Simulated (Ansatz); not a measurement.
**CH5GaO (SMILES C[O][GaH2]) at CCSD(T)/cc-pVDZ**

What is the electronic atomisation energy of CH5GaO at CCSD(T)/cc-pVDZ? 

The results are computed with Ansatz 0.2.0.

56 further runs of the same task are left out: 56 set aside as unsound or not needed.

## Step 1: The system as given

CH5GaO: 8 atoms, total charge 0, spin state singlet. As SMILES, `C[O][GaH2]`. Geometry: relaxed at PBE0-D4/def2-TZVP.

Bond lengths: C1–O2 1.402 Å, O2–Ga3 1.782 Å, C1–H4 1.096 Å, C1–H5 1.099 Å, C1–H6 1.096 Å, Ga3–H7 1.565 Å, Ga3–H8 1.555 Å. Angles: C1–O2–Ga3 123.8°, O2–C1–H4 110.0°, O2–C1–H5 113.2°, O2–C1–H6 110.0°, O2–Ga3–H7 115.8°, O2–Ga3–H8 113.9°, H4–C1–H5 107.8°, H4–C1–H6 107.8°, H5–C1–H6 107.8°, H7–Ga3–H8 130.3°.

## Step 2: A single-point energy at CCSD(T)/cc-pVDZ

File molecule.yaml:

```yaml
crystal:
  periodic: [false, false, false]
  atoms:
    - symbol: C
      position_ang: [-0.616800, 0.972600, -0.422900]
    - symbol: O
      position_ang: [-0.705300, -0.273500, 0.213500]
    - symbol: Ga
      position_ang: [0.703200, -1.302000, 0.579300]
    - symbol: H
      position_ang: [-1.200200, 0.962000, -1.350600]
    - symbol: H
      position_ang: [0.414200, 1.256200, -0.676600]
    - symbol: H
      position_ang: [-1.030600, 1.754200, 0.224300]
    - symbol: H
      position_ang: [2.093900, -0.732800, 0.142900]
    - symbol: H
      position_ang: [0.341700, -2.636700, 1.290100]
basis:
  gaussian: {orbitals: cc-pVDZ}
correlation: {method: ccsd_t, frozen_orbitals: {C: 1, Ga: 9, H: 0, O: 1}}
accuracy: high
scf: {omitted_lower_state_checks: [cluster_reference, increment]}
```

Started as:

```bash
ansatz run molecule.yaml --threads 1 --pin off --max-ram 3480MiB --events-out events.jsonl --progress --plain --runs-dir runs
```

Log, cut to the lines that bear on the results:

```text
Warning: RAYON_NUM_THREADS=1 ignored (pool sized by the plan → 1); use --threads N
Functional definition: HF
  name "HF"
[...]
1865 factors; integrals over basis functions are off by at most 4.4e-9 eV
[...]
mean field -55480.13221133 eV, -2038.8572529820 hartree, gradient 8.5e-9 eV, S^2 0.000000; 0 other end points of the search recorded, 0 dependent functions left out
11 core orbitals not correlated: weight in the atoms' cores, before any rotation towards them, 1.000 or more for the frozen orbitals, at most 0.000 for the correlated occupied ones
reference -55480.13221133 eV, -2038.8572529820 hartree; 14, 14 occupied and 55, 55 virtual orbitals, 1865 factors
second order -11.47618779 eV of doubles, -0.00000000 eV of singles
cycle   1  -11.94310667 eV  change   -4.7e-1 eV  update   9.8e-2
[...]
cycle  22  -12.43811216 eV  change  -2.7e-10 eV  update   1.0e-9
perturbative correction -0.33389168 eV, -0.0122702929 hartree
Total energy: -55492.90421517 eV, -2039.3266154661 hartree
Checks for a lower state left out: cluster_reference, increment
```

Run time: 17 s. Hardware: 1 thread of Arm Neoverse V1, shared host; peak memory 0.41 GiB.

## Step 3: The C atom

File run.yaml:

```yaml
crystal:
  periodic: [false, false, false]
  atoms:
    - {symbol: C, position_ang: [0.000000, 0.000000, 0.000000]}
basis:
  gaussian: {orbitals: cc-pVDZ}
magnetization: {spin_polarized: true, initial_magnetization: 2}
accuracy: high
scf: {omitted_lower_state_checks: [cluster_reference, increment]}
correlation: {method: ccsd_t, frozen_orbitals: {C: 1}}
```

Run the same way, it converges to -37.76038 Eh (log not shown).

## Step 4: The Ga atom

File input.yaml:

```yaml
crystal:
  periodic: [false, false, false]
  atoms:
    - {symbol: Ga, position_ang: [0.000000, 0.000000, 0.000000]}
basis:
  gaussian: {orbitals: cc-pVDZ}
magnetization: {spin_polarized: true, initial_magnetization: 1}
correlation: {method: ccsd_t, frozen_orbitals: {Ga: 9}}
accuracy: high
scf: {omitted_lower_state_checks: [cluster_reference, increment]}
```

Run the same way, it converges to -1923.25369 Eh (log not shown).

## Step 5: The H atom: a single-point energy at UHF/cc-pVDZ

File run.yaml:

```yaml
crystal:
  periodic: [false, false, false]
  atoms:
    - {symbol: H, position_ang: [0.000000, 0.000000, 0.000000]}
basis:
  gaussian: {orbitals: cc-pVDZ}
magnetization: {spin_polarized: true, initial_magnetization: 1}
hamiltonian: {xc: hf}
accuracy: high
```

Run the same way, it converges to -0.49928 Eh (log not shown).

## Step 6: The O atom

File job.yaml:

```yaml
crystal:
  periodic: [false, false, false]
  atoms:
    - symbol: O
      position_ang: [0.000000, 0.000000, 0.000000]
basis:
  gaussian:
    orbitals: cc-pVDZ
magnetization:
  spin_polarized: true
  initial_magnetization: 2
correlation:
  method: ccsd_t
  frozen_orbitals: {O: 1}
accuracy: high
scf:
  omitted_lower_state_checks: [cluster_reference, increment]
```

Started as:

```bash
ansatz run job.yaml --threads 1 --pin off --max-ram 3480MiB --events-out events.jsonl --progress --plain --runs-dir runs
```

Log, cut to the lines that bear on the results:

```text
Warning: RAYON_NUM_THREADS=1 ignored (pool sized by the plan → 1); use --threads N
[... 2 set-up lines as earlier in the session ...]
[...]
96 factors; integrals over basis functions are off by at most 1.3e-9 eV
[...]
mean field -2035.19851879 eV, -74.7921660583 hartree, gradient 5.7e-9 eV, S^2 2.004367; 3 other end points of the search recorded, 0 dependent functions left out
1 core orbitals not correlated: weight in the atoms' cores, before any rotation towards them, 1.000 or more for the frozen orbitals, at most 0.000 for the correlated occupied ones
reference -2035.19851879 eV, -74.7921660583 hartree; 4, 2 occupied and 9, 11 virtual orbitals, 96 factors
second order -2.77462262 eV of doubles, -0.00000000 eV of singles
cycle   1  -3.10602904 eV  change   -3.3e-1 eV  update   2.3e-2
[...]
cycle  15  -3.18467266 eV  change   5.2e-11 eV  update  8.0e-11
perturbative correction -0.02039940 eV, -0.0007496641 hartree
Total energy: -2038.40359084 eV, -74.9099502839 hartree
Checks for a lower state left out: cluster_reference, increment
```

Wall time 0.24 s (1 thread of Arm Neoverse V1, shared host).

## Step 7: Results

Level: CCSD(T)/cc-pVDZ, 11 core orbitals frozen.

| quantity | value |
| --- | --- |
| molecule: total energy | -2039.32662 Eh |
| molecule: correlation energy (11 core orbitals frozen) | -469.4 mEh |
| molecule: (T) correction | -12.27 mEh |
| molecule: T1 diagnostic | 0.014 |
| C atom: total energy | -37.76038 Eh |
| C atom: correlation energy (1 core orbital frozen) | -73.8 mEh |
| C atom: (T) correction | -0.93 mEh |
| C atom: ⟨S²⟩ of the reference determinant | 2.006 |
| C atom: T1 diagnostic | 0.007 |
| Ga atom: total energy | -1923.25369 Eh |
| Ga atom: correlation energy (9 core orbitals frozen) | -61.5 mEh |
| Ga atom: (T) correction | -1.71 mEh |
| Ga atom: ⟨S²⟩ of the reference determinant | 0.760 |
| Ga atom: T1 diagnostic | 0.007 |
| H atom: total energy | -0.49928 Eh |
| H atom: ⟨S²⟩ | 0.750 |
| O atom: total energy | -74.90995 Eh |
| O atom: correlation energy (1 core orbital frozen) | -117.8 mEh |
| O atom: (T) correction | -0.75 mEh |
| O atom: ⟨S²⟩ of the reference determinant | 2.004 |
| O atom: T1 diagnostic | 0.003 |
| electronic atomisation energy | 24.659 eV |

**Reading.** Taking the molecule apart into free atoms costs 24.66 eV (569 kcal/mol), before zero-point energy and without spin-orbit coupling. The triples (molecule) make up 2.6 % of the correlation energy. The triples (C atom) make up 1.3 % of the correlation energy. The triples (Ga atom) make up 2.8 % of the correlation energy. The triples (O atom) make up 0.6 % of the correlation energy.
